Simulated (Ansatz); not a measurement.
# Al: the cost of one run

Method: DFT LDA+D3(BJ), scalar-relativistic, plane waves, PAW, in Ansatz 0.2.0.

### 1 The structure to begin with

Symmetry: Fm-3m, No. 225, cubic system. Conventional cell: a = 3.925 Å, b = 3.925 Å, c = 3.925 Å, α = 90.00°, β = 90.00°, γ = 90.00°. Al (site symmetry m-3m) is surrounded by 12 Al at 2.78 Å.

As a file:

```
CELL_PARAMETERS angstrom
0.00000 1.96246 1.96246
1.96246 0.00000 1.96246
1.96246 1.96246 0.00000
ATOMIC_POSITIONS crystal
Al 0.00000 0.00000 0.00000
```

This cell was relaxed beforehand with the same method: volume 15.12 Å³/atom, gap on the mesh none (metal).

### 3 The grid

The energy is mapped over two homogeneous strains (x along [1 0 0], y along [0 1 0], z along [0 0 1] of the conventional cell).

The axes are (1) engineering shear strain xz: 7 values from −14.0 %; (2) normal strain along z: 7 values from −7.00 %.

Nothing else is relaxed (symmetry fixes all fractional coordinates). Energies count from the relaxed crystal. Points are written as (first, second).

(The set-up runs are not shown.)

### 4 Grid point (0.0 %, −7.00 %)

input.yaml

```yaml
crystal:
  lattice:
    - [0.0, 1.962458552, 1.8250864534]
    - [1.962458552, 0.0, 1.8250864534]
    - [1.962458552, 1.962458552, 0.0]
  atoms:
    - { symbol: Al, position: [0.0, 0.0, 0.0] }
basis:
  ecutwfc: 420
kpoints:
  mp_grid: { grid: [20, 20, 20] }
hamiltonian:
  xc: lda
  pseudopotentials: { kind: paw, azcp: { folder: soft_1 } }
  dispersion: d3bj
scf:
  occupations: { method: gaussian, width: 0.15 }
output:
  forces: true
  stress: true
  eigenvalues: true
```

Run with:

```sh
$ ansatz run input.yaml --threads 1 --pin off --max-ram 2048MiB --backend cpu --events-out ev --progress --plain --runs-dir out
```

What time and memory should one allow on 1 thread of Arm Neoverse N1, shared host?

About 6.8 s, with a peak of 0.32 GiB.
